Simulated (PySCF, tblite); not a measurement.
**C6H8FOSi radical: geometry, infrared bands and EPR parameters**

Aim: predict the infrared bands and EPR parameters of C6H8FOSi radical (`C#C[C@@H]1CO[CH][C@H](F)[SiH2]1`).

Computed with tblite 0.8.0 and PySCF 2.14.0, with density-fitted response routines of our own, on a single molecule in the gas phase. Atoms count from 0, in the outputs and in this text.

## 1. The molecule as given

17 atoms, charge 0, multiplicity 2; geometry from: force field or distance geometry start.

Bonds of the start (Å): C0–C1 1.21, C1–C2 1.45, C2–C3 1.53, C3–O4 1.38, O4–C5 1.39, C5–C6 1.50, C6–F7 1.39, C6–Si8 1.89, Si8–C2 1.89, C0–H9 1.06, C2–H10 1.10, C3–H11 1.14, C3–H12 1.09, C5–H13 1.09, C6–H14 1.09, Si8–H15 1.47, Si8–H16 1.46.

## 2. Relaxing the molecule with GFN2-xTB

Job settings and geometry (Å):

```
{"job": {"kind": "relax", "xc": "GFN2-xTB", "basis": "xTB"}, "charge": 0, "multiplicity": 2}
C      2.936900     0.358000     0.235200
C      1.827200     0.026000     0.600900
C      0.510700    -0.377500     1.068400
C      0.042600    -1.502600     0.144300
O     -1.296800    -1.331600    -0.142600
C     -1.523700    -0.534000    -1.259300
C     -1.130800     0.898300    -1.066800
F      0.067000     1.083400    -1.751400
Si    -0.642200     1.085600     0.748000
H      3.900600     0.657600    -0.099500
H      0.476800    -0.699500     2.118300
H      0.216800    -2.501700     0.657600
H      0.631200    -1.518500    -0.773900
H     -2.504000    -0.684200    -1.701600
H     -1.861600     1.650200    -1.370500
H      0.137600     2.315900     0.941800
H     -1.795500     1.086700     1.641100
```

Command:

```
> OMP_NUM_THREADS=1 python probes_run.py task.json out
```

The driver reads the jobs from task.json and runs them one after another.

The log of the run:

```text
step      E/eV     max force
  0    -742.29763    2.031
  1    -742.43181    4.028
  2    -742.51939    2.519
  3    -742.63280    0.814
  4    -742.70288    0.641
  5    -742.74093    0.513
  6    -742.75346    0.222
  7    -742.75976    0.234
  8    -742.76614    0.242
  9    -742.77291    0.262
 10    -742.77823    0.153
 11    -742.78185    0.145
 12    -742.78436    0.115
 13    -742.78635    0.114
 14    -742.78819    0.107
 15    -742.79000    0.139
 16    -742.79178    0.118
 17    -742.79358    0.117
 18    -742.79540    0.118
 19    -742.79713    0.107
 20    -742.79856    0.117
 21    -742.79972    0.088
 22    -742.80083    0.096
 23    -742.80223    0.106
 24    -742.80410    0.158
 25    -742.80646    0.189
 26    -742.80944    0.170
 27    -742.81361    0.180
 28    -742.81962    0.221
 29    -742.82686    0.258
 30    -742.83443    0.271
 31    -742.84044    0.179
 32    -742.84242    0.277
 33    -742.84550    0.120
 34    -742.84772    0.156
 35    -742.85217    0.205
 36    -742.85510    0.159
 37    -742.85778    0.142
 38    -742.85966    0.108
 39    -742.86179    0.160
 40    -742.86393    0.153
 41    -742.86582    0.124
 42    -742.86713    0.129
 43    -742.86840    0.119
 44    -742.87043    0.141
 45    -742.87313    0.146
 46    -742.87588    0.118
 47    -742.87818    0.120
 48    -742.88031    0.126
 49    -742.88292    0.145
 50    -742.88646    0.163
 51    -742.89091    0.188
 52    -742.89564    0.172
 53    -742.89993    0.167
 54    -742.90366    0.190
 55    -742.90719    0.220
 56    -742.90887    0.290
 57    -742.91530    0.186
 58    -742.92135    0.163
 59    -742.92944    0.140
 60    -742.93386    0.192
 61    -742.93753    0.234
 62    -742.94487    0.196
 63    -742.94945    0.223
 64    -742.95114    0.393
 65    -742.95423    0.220
 66    -742.95548    0.143
 67    -742.95647    0.089
 68    -742.95802    0.117
 69    -742.95915    0.112
 70    -742.96071    0.127
 71    -742.96230    0.140
 72    -742.96381    0.093
 73    -742.96517    0.065
 74    -742.96594    0.077
 75    -742.96652    0.069
 76    -742.96714    0.062
 77    -742.96780    0.057
 78    -742.96827    0.057
 79    -742.96867    0.056
 80    -742.96900    0.047
 81    -742.96933    0.037
 82    -742.96951    0.039
 83    -742.96972    0.031
 84    -742.96986    0.031
 85    -742.96997    0.028
 86    -742.97004    0.023
 87    -742.97012    0.021
 88    -742.97023    0.028
 89    -742.97038    0.030
 90    -742.97052    0.024
 91    -742.97062    0.022
 92    -742.97067    0.021
 93    -742.97072    0.025
 94    -742.97076    0.021
 95    -742.97081    0.018
 96    -742.97086    0.018
 97    -742.97091    0.023
 98    -742.97095    0.027
 99    -742.97100    0.022
100    -742.97104    0.015
101    -742.97107    0.016
102    -742.97110    0.012
103    -742.97113    0.015
104    -742.97116    0.017
105    -742.97118    0.011
106    -742.97119    0.014
107    -742.97121    0.011
108    -742.97122    0.009
```

Wall time 0.83 s (1 thread of Arm Neoverse V1, shared host); peak memory 0.18 GiB.

Along the way: (not every step is listed)

| step | energy from step 0 (eV) | largest force (eV/Å) |
| --- | --- | --- |
| 0 | 0.0000 | 2.0313 |
| 1 | -0.1342 | 4.0280 |
| 2 | -0.2218 | 2.5194 |
| 3 | -0.3352 | 0.8144 |
| 4 | -0.4053 | 0.6408 |
| 5 | -0.4433 | 0.5126 |
| 6 | -0.4558 | 0.2223 |
| 7 | -0.4621 | 0.2336 |
| 8 | -0.4685 | 0.2423 |
| 17 | -0.4959 | 0.1172 |
| 26 | -0.5118 | 0.1697 |
| 35 | -0.5545 | 0.2049 |
| 44 | -0.5728 | 0.1406 |
| 53 | -0.6023 | 0.1665 |
| 62 | -0.6472 | 0.1959 |
| 71 | -0.6647 | 0.1402 |
| 80 | -0.6714 | 0.0469 |
| 89 | -0.6727 | 0.0305 |
| 98 | -0.6733 | 0.0271 |
| 103 | -0.6735 | 0.0153 |
| 104 | -0.6735 | 0.0166 |
| 105 | -0.6735 | 0.0112 |
| 106 | -0.6736 | 0.0136 |
| 107 | -0.6736 | 0.0114 |
| 108 | -0.6736 | 0.0093 |

Close pairs (by a distance rule), those that changed most:

| bond | before (Å) | after (Å) | change (Å) |
| --- | --- | --- | --- |
| C6–F7 | 1.392 | 1.441 | +0.049 |
| C5–C6 | 1.498 | 1.455 | -0.043 |
| C3–H11 | 1.137 | 1.094 | -0.042 |
| C6–Si8 | 1.889 | 1.929 | +0.040 |
| C2–Si8 | 1.890 | 1.922 | +0.032 |
| O4–C5 | 1.391 | 1.362 | -0.029 |
| C3–O4 | 1.380 | 1.407 | +0.027 |
| C0–C1 | 1.215 | 1.197 | -0.017 |

The end geometry stands in the next job.

## 3. Harmonic vibrations with GFN2-xTB

Job settings and geometry (Å):

```
{"job": {"kind": "ir", "xc": "GFN2-xTB", "basis": "xTB"}, "charge": 0, "multiplicity": 2}
C      3.133662     0.073816     1.178087
C      1.956897    -0.098036     1.038741
C      0.541615    -0.298780     0.843539
C      0.304547    -1.287033    -0.314888
O     -1.053103    -1.629348    -0.455183
C     -1.926842    -0.626801    -0.747553
C     -1.540083     0.755230    -0.987005
F     -0.807270     0.921425    -2.216515
Si    -0.382612     1.338226     0.441339
H      4.163020     0.220587     1.315755
H      0.131707    -0.749789     1.754525
H      0.817335    -2.234445    -0.122725
H      0.695142    -0.862024    -1.248492
H     -2.926789    -0.993474    -0.890144
H     -2.425569     1.375587    -1.128350
H      0.538097     2.365315    -0.038354
H     -1.226750     1.741575     1.567313
```

The log of the run:

```text
mode    cm-1     km/mol
  1      45.0      0.85
  2     122.1      1.91
  3     124.6      1.78
  4     176.4      0.59
  5     180.1      3.72
  6     271.5      1.80
  7     294.0      0.81
  8     325.2      9.77
  9     372.1     10.23
 10     377.0     18.23
 11     417.4      3.39
 12     470.1      5.03
 13     500.7     87.51
 14     555.0     12.71
 15     614.6     40.68
 16     620.9     15.10
 17     660.5     23.56
 18     666.5    138.88
 19     692.1     44.28
 20     728.8    204.99
 21     740.2     61.80
 22     753.0     93.37
 23     927.8     31.43
 24     975.7     17.61
 25    1023.1     12.20
 26    1035.9     20.13
 27    1058.8     31.62
 28    1155.1      5.69
 29    1173.1     20.59
 30    1207.7      5.91
 31    1219.4     24.41
 32    1253.3      0.88
 33    1262.5      7.87
 34    1311.0     10.52
 35    1370.3     86.77
 36    1478.5      2.77
 37    2274.7    305.16
 38    2284.5     24.43
 39    2303.4    276.99
 40    2904.4      6.13
 41    2917.4     47.61
 42    2961.9     23.77
 43    2971.8     28.02
 44    3125.2     15.17
 45    3397.3      8.07
```

Wall time 0.67 s (1 thread of Arm Neoverse V1, shared host); peak memory 0.18 GiB.

The strongest bands and the atoms that carry them (share of the mass-weighted mode):

| cm⁻¹ | km/mol | atoms |
| --- | --- | --- |
| 501 | 87.5 | H16 29 %, Si8 23 %, H15 21 % |
| 666 | 138.9 | H16 32 %, C6 13 %, O4 11 %, H15 10 % |
| 729 | 205.0 | H16 47 %, H15 42 % |
| 740 | 61.8 | C6 52 %, Si8 17 %, F7 11 % |
| 753 | 93.4 | C6 38 % |
| 1370 | 86.8 | C5 50 %, O4 18 %, H11 11 % |
| 2275 | 305.2 | H16 95 % |
| 2303 | 277.0 | H15 96 % |

## 4. g tensor and hyperfine couplings: B3LYP/pcH-1

Same as in step 3 but for these lines:

```diff
@@ -1,2 +1,2 @@
-{"job": {"kind": "ir", "xc": "GFN2-xTB", "basis": "xTB"}, "charge": 0, "multiplicity": 2}
+{"job": {"kind": "epr", "basis": "pcH-1"}, "charge": 0, "multiplicity": 2}
 C      3.133662     0.073816     1.178087
```

With the program's defaults for keys left out, this is: UKS B3LYP, pcH-1 on C F H O Si, non-relativistic, mean-field spin-orbit, GIAO.

The log of the run:

```text
UKS, coarse grid
  cycle   1  E = -697.79420217  |g| = 5.55e-01
  cycle   2  E = -697.64528496  |g| = 8.83e-01
  cycle   3  E = -697.89984144  |g| = 1.17e-01
  cycle   4  E = -697.90467851  |g| = 4.35e-02
  cycle   5  E = -697.90540553  |g| = 2.25e-02
  cycle   6  E = -697.90561168  |g| = 7.72e-03
  cycle   7  E = -697.90564230  |g| = 2.42e-03
  cycle   8  E = -697.90564503  |g| = 1.41e-03
  cycle   9  E = -697.90564599  |g| = 3.67e-04
UKS, final grid
  cycle   1  E = -697.90563846  |g| = 4.42e-04
  cycle   2  E = -697.90563839  |g| = 6.19e-04
  cycle   3  E = -697.90563854  |g| = 1.13e-04
  cycle   4  E = -697.90563855  |g| = 2.83e-05
E = -697.90563855 Eh   <S^2> = 0.7539 (exact 0.7500)
g shifts (ppm)      1          2          3
  rmc          -218       -218       -218
  gc             10         76         72
  oz_so        -506        751       1821
  total        -714        609       1675
hyperfine (MHz)  atom isotope    a_iso     a_fc   dipolar eigenvalues
    0   13C       0.07       0.07     -0.30      0.02      0.29
    1   13C      -1.09      -1.09     -0.36     -0.18      0.55
    2   13C       7.94       7.94     -1.74     -0.86      2.61
    3   13C      -5.00      -5.01     -1.68     -0.70      2.38
    4   17O     -24.41     -24.43    -70.80     34.00     36.80
    5   13C      72.71      72.67    -67.81    -67.19    135.00
    6   13C      12.98      13.01     -5.07     -0.11      5.17
    7   19F     478.86     477.34   -141.90   -132.59    274.49
    8  29Si     -35.54     -35.56     -6.42      2.54      3.88
    9    1H      -0.20      -0.20     -0.39     -0.31      0.70
   10    1H      -0.27      -0.27     -2.32     -1.94      4.25
   11    1H      -0.98      -0.98     -3.18     -2.74      5.91
   12    1H      13.23      13.23     -3.91     -2.49      6.40
   13    1H     -50.69     -50.72    -31.69     -1.42     33.11
   14    1H      -2.67      -2.66     -5.75     -3.84      9.58
   15    1H      31.47      31.47     -1.71     -0.86      2.57
   16    1H      -2.19      -2.19     -2.31     -1.44      3.74
```

Run time: 2.4 min. Hardware: 1 thread of Arm Neoverse V1, shared host; peak memory 1.1 GiB.

Principal g values 2.00161, 2.00293, 2.00399; g(iso) = 2.00284, against 2.00232 for a free electron.

Hyperfine couplings, nucleus by nucleus at this fixed geometry (no averaging over rotations):

| nuclei | isotope | a(iso) (MHz) | a(iso) (G, at g = 2.0023) | largest dipolar term (MHz) |
| --- | --- | --- | --- | --- |
| F7 | 19F | 478.9 | 170.9 | 274.5 |
| C5 | 13C | 72.7 | 25.9 | 135.0 |
| H13 | 1H | -50.7 | -18.1 | 33.1 |
| Si8 | 29Si | -35.5 | -12.7 | -6.4 |
| H15 | 1H | 31.5 | 11.2 | 2.6 |
| O4 | 17O | -24.4 | -8.7 | -70.8 |
| H12 | 1H | 13.2 | 4.7 | 6.4 |
| C6 | 13C | 13.0 | 4.6 | 5.2 |
| C2 | 13C | 7.9 | 2.8 | 2.6 |
| C3 | 13C | -5.0 | -1.8 | 2.4 |
| H14 | 1H | -2.7 | -1.0 | 9.6 |
| H16 | 1H | -2.2 | -0.8 | 3.7 |
| C1 | 13C | -1.1 | -0.4 | 0.5 |
| H11 | 1H | -1.0 | -0.3 | 5.9 |

Mulliken spin populations:

C0 0.00; C1 0.00; C2 0.01; C3 -0.01; O4 0.14; C5 0.79; C6 0.01; F7 0.06; Si8 0.02; H9 0.00; H10 0.00; H11 0.00; H12 0.01; H13 -0.04; H14 0.00; H15 0.02; H16 0.00

In first order the couplings over 0.8 MHz of 19F, 1H give 128 distinct lines over 207.0 G.

Orbitals, density, ELF and potential are computed afterwards from the orbital file.

ELF in a plane through or near 6 of the atoms.

Ten even steps from '0' (0.00) to '9' (1.00):
```
0000000000000000000000000000
0000000000000000000000000000
0000000000000000000000000000
0000000000012210000000000000
0000000000035531100000000000
0000000100026622200330000000
0000001331014150313893000000
0000134675214271857995000000
0001566787548404845761000000
0002676584575852476100000000
0001366782651720375430000000
0000035776558843623998200000
0000014553026467755999400000
0000001210089654451797100000
0000000000399618960031000000
0000000000599404630000000000
0000000000188100100000000000
0000000000000000000000000000
0000000000000000000000000000
0000000000000000000000000000
```
The map spans 13.9 Å across and 9.8 Å up, centred on the molecule. Atoms in the plane (x, y in Å): C1 (-2.2, 0.0), C2 (-0.8, -0.2), O4 (1.1, -1.7), C5 (2.0, -0.7), Si8 (0.2, 1.4), H13 (3.0, -1.1).

log10 of the density (e/Å³) in the same plane.

Ten even steps from ' ' (-4.0) to '@' (1.8):
```
                                                        
                        ........                        
                    ....::::::::....                    
                  ..::----====----::..                  
              ......::--==++++====--::::..              
        ..::::--------==++****++++==------::..          
      ..::----====----==++**%%**++++++====::..          
      ::--==++++++++++++++##@@##******++++--::          
    ..--==++**************************++==--::          
    ..--==++**####%%######****++******++==--::          
    ..--==++****##########**++++**####**++--::          
      ::--==++++********####******%%%%##**==--..        
      ..::--======++++++**##############**==--..        
        ..::::------==++******%%%%**++++==--::          
          ....::::--==++****++####++====--::..          
                ..::--==++====++++==--::....            
                  ..::--==----------::..                
                    ....::........                      
                                                        
                                                        
```
The map spans 13.9 Å across and 9.8 Å up, centred on the molecule. Atoms in the plane (x, y in Å): C1 (-2.2, 0.0), C2 (-0.8, -0.2), O4 (1.1, -1.7), C5 (2.0, -0.7), Si8 (0.2, 1.4), H13 (3.0, -1.1).

On the surface of density 0.002 e/bohr³ the electrostatic potential runs, from the 1st to the 99th percentile, from -1.19 V near F7 to 1.45 V near H9.

The spin density lies nearest to C5 53 %; O4 17 %; H13 8 %; F7 8 %.

## 5. Summary of results

| quantity | value |
| --- | --- |
| strongest single infrared mode (GFN2-xTB) | 2275 cm⁻¹, 305 km/mol |
| zero-point energy (GFN2-xTB) | 73.3 kcal/mol |
| g(iso) (B3LYP) | 2.00284 |
| ⟨S²⟩ | 0.754 (exact 0.75) |
| largest a(iso) | 19F on F7, 478.9 MHz |
| potential on the surface of density 0.002 e/bohr³, 1st and 99th percentile | -1.19 V and 1.45 V |

**Reading.** Over 108 steps the energy fell by 0.674 eV; of the close pairs, C6–F7 changed most, 1.392 to 1.441 Å. All 45 modes are real, so the xTB geometry is a minimum. The strongest single mode, at 2275 cm⁻¹, moves mainly H16. GFN2-xTB is a fitted tight-binding method: band positions and strengths are rough. Its intensities can rank the bands wrongly. Most of the unpaired spin sits on C5 (0.79 e). The isotropic g lies 0.5 ppt above the free-electron value. These values are for one conformer; the search (at its own cheap level) found 2 more, at 0.00, 7.66 kcal/mol (those within 0.05 may be mirror or relabelled copies), and measured spectra average over such forms.
